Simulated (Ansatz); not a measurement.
# ZrH₂+ (quartet): wave-function methods side by side, def2-TZVPP

An exercise on one series of results from a longer session: the logs are not shown, and one member is left open.

Method: def2-TZVPP, core rule «outside noble gas», up to 4 orbitals frozen; program: Ansatz 0.2.0, Gaussian basis.

To be run: UHF; ROHF; CCSD(T) on UHF.

## The system

The geometry is a PBE0/def2-TZVP stationary point (not a proven minimum) of the parent state, kept for this charge and spin. No spin-orbit coupling is included. Elements past krypton take def2 core potentials.

3 atoms, charge 1, spin multiplicity 4.

Atoms are counted from 1 here; the program's logs count them from 0.

Bond lengths: Zr1–H2 1.969 Å, Zr1–H3 1.969 Å. Angles: H2–Zr1–H3 180.0°.

Set-up of the first run:

File in.yaml:

```yaml
crystal:
  periodic: [false, false, false]
  atoms:
    - {symbol: Zr, position_ang: [0.000000, 0.000000, 0.000000]}
    - {symbol: H, position_ang: [0.000000, 0.000000, -1.968800]}
    - {symbol: H, position_ang: [0.000000, 0.000000, 1.968800]}
basis:
  gaussian: {orbitals: def2-TZVPP}
total_charge: 1
magnetization: {spin_polarized: true, initial_magnetization: 3}
hamiltonian: {xc: hf}
output: {orbitals: {seedname: orbitals}}
```

Command:

```console
$ ansatz run in.yaml --threads 1 --pin off --events-out ev --progress --plain --max-ram 4096MiB --backend cpu
```

Steps of the session up to this table: UHF; ROHF; CCSD(T) on UHF.

One of the session's tables, all rows but one given; the rest of the session is left out.

```
  method  from UCCSD(T) (kJ/mol)
    ROHF                  +213.8
     UHF                  +197.5
    UMP2                       ?
   UCCSD                    +8.2
UCCSD(T)                       0
```

Estimate the missing values for UMP2.

As computed: from UCCSD(T) (kJ/mol): +63.0. In the column «from UCCSD(T) (kJ/mol)» it lies between UCCSD (+8.2) and UHF (+197.5).
